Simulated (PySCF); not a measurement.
# C3H8BN: the cost of one run

Programs: PySCF 2.14.0, with density-fitted response routines of our own. Each step states its level of theory. These are calculated values for one molecule in the gas phase, unless marked as measured. Atoms count from 0, in the outputs and in this text.

## (1) The molecule as given

13 atoms, charge 0, multiplicity 1; geometry from: GFN2-xTB. The atoms were then displaced at random by about 0.01 Å, so the start is not that level's minimum.

Bonds of the start (Å): C0–C1 1.35, C1–B2 1.58, B2–N3 1.34, N3–C4 1.48, C0–H5 1.05, C0–H6 1.07, C1–H7 1.10, B2–H8 1.18, N3–H9 1.00, C4–H10 1.10, C4–H11 1.10, C4–H12 1.10.

## (2) Optimising the geometry at PBE0-D3(BJ)/def2-SVP

Job settings and geometry (Å):

```
{"job": {"xc": "PBE0", "basis": "def2-SVP", "d3": "d3bj", "grid": 1, "shake": 0.01, "kind": "geom"}, "charge": 0, "multiplicity": 1}
C      2.317190    -0.519760    -0.368550
C      1.633160     0.493160     0.213950
B      0.089360     0.793050     0.061970
N     -0.735980    -0.234480    -0.194060
C     -2.202410    -0.171850    -0.372010
H      3.356250    -0.641160    -0.260360
H      1.811380    -1.202360    -1.022680
H      2.239360     1.181550     0.824820
H     -0.314630     1.890240     0.206020
H     -0.424200    -1.184120    -0.268210
H     -2.531350     0.865750    -0.251620
H     -2.709610    -0.768670     0.397920
H     -2.522690    -0.518210    -1.360440
```

Started as:

```sh
$ OMP_NUM_THREADS=1 python probes_run.py task.json out
```

This one command runs all jobs of the session in turn.

**Question.** How long does this first job take on 1 thread of Arm Neoverse N1, shared host, and how much memory does it need?

About 38 s, with a peak of 0.44 GiB.
